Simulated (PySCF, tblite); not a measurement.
# C₄H₉BF₃P: geometry, infrared bands and NMR shifts

What infrared bands and NMR shifts should C₄H₉BF₃P (`[BH3-][P@@H+](C=C)CC(F)(F)F`) show?

Computed with tblite 0.8.0 and PySCF 2.14.0, with density-fitted response routines of our own, on a single molecule in the gas phase. Atoms are numbered from 0 throughout.

### 1 The starting structure

18 atoms, charge 0, multiplicity 1; geometry from: force field or distance geometry start.

Bonds of the start (Å): B0–P1 1.89, P1–C2 1.79, C2–C3 1.33, P1–C4 1.84, C4–C5 1.53, C5–F6 1.39, C5–F7 1.39, C5–F8 1.38, B0–H9 1.20, B0–H10 1.19, B0–H11 1.19, P1–H12 1.39, C2–H13 1.09, C3–H14 1.09, C3–H15 1.08, C4–H16 1.11, C4–H17 1.10.

### 2 Geometry optimisation with GFN2-xTB

What the job is given:

```
{"job": {"kind": "relax", "xc": "GFN2-xTB", "basis": "xTB"}, "charge": 0, "multiplicity": 1}
B     -1.857600    -1.351900     0.102300
P     -0.460600    -0.290000    -0.605800
C     -0.796500     1.438900    -0.310400
C     -0.933900     1.934200     0.913500
C      1.111900    -0.784200     0.203400
C      2.306500    -0.074200    -0.436300
F      2.211100     1.297900    -0.261300
F      3.478600    -0.509900     0.178700
F      2.386300    -0.361200    -1.784900
H     -2.909900    -0.955500    -0.319000
H     -1.871800    -1.272700     1.289900
H     -1.712700    -2.487600    -0.217900
H     -0.378400    -0.527700    -1.971500
H     -0.905100     2.104600    -1.169100
H     -0.833800     1.289500     1.790500
H     -1.144600     2.981800     1.085200
H      1.239900    -1.877100     0.088600
H      1.061600    -0.548500     1.279200
```

Run with:

```console
$ OMP_NUM_THREADS=1 python probes_run.py task.json out
```

The driver reads the jobs from task.json and runs them one after another.

**Question.** This job is followed by: GFN2-xTB harmonic vibrations, gas phase; GIAO PBE0/pcSseg-1 NMR shielding, non-relativistic, gas phase. What will the session give for the following? strongest single infrared mode (GFN2-xTB); zero-point energy (GFN2-xTB); ¹³C shifts against TMS (PBE0/pcSseg-1); ¹H shifts against TMS (PBE0/pcSseg-1, means over atoms taken as alike); ¹¹B shifts against BF3·OEt2 (PBE0/pcSseg-1); ³¹P shifts against H3PO4 (PBE0/pcSseg-1); ¹⁹F shifts against CFCl3 (PBE0/pcSseg-1, means over atoms taken as alike).

The runs gave:

| quantity | value |
| --- | --- |
| strongest single infrared mode (GFN2-xTB) | 1040 cm⁻¹, 231 km/mol |
| zero-point energy (GFN2-xTB) | 76.0 kcal/mol |
| ¹³C shifts against TMS (PBE0/pcSseg-1) | 144.8, 135.7, 134.1, 37.7 ppm |
| ¹H shifts against TMS (PBE0/pcSseg-1, means over atoms taken as alike) | 6.77, 6.71, 6.45, 5.33, 2.52, 2.41, 0.88 ppm |
| ¹¹B shifts against BF3·OEt2 (PBE0/pcSseg-1) | -49.6 ppm |
| ³¹P shifts against H3PO4 (PBE0/pcSseg-1) | -46.8 ppm |
| ¹⁹F shifts against CFCl3 (PBE0/pcSseg-1, means over atoms taken as alike) | -75.0 ppm |

In words: Over 52 steps the energy fell by 0.512 eV; of the close pairs, C5–F7 changed most, 1.394 to 1.343 Å. The lowest mode is slightly imaginary (18i cm⁻¹), a soft motion within the noise of the Hessian, so the minimum is not strictly shown. The strongest single mode, at 1040 cm⁻¹, moves mainly C5. Unscaled tight-binding wavenumbers are off by several per cent, some by more. Its intensities can rank the bands wrongly. C3 (terminal =CH2 carbon) lies farthest downfield among carbon, at 144.8 ppm; an sp2 carbon of a C=C bond. The most deshielded hydrogen is H13 (hydrogen on an alkene CH), at 6.77 ppm: olefinic region. At PBE0/pcSseg-1: The widest tensor belongs to C3: span 263 ppm, with a paramagnetic part of -213 ppm.
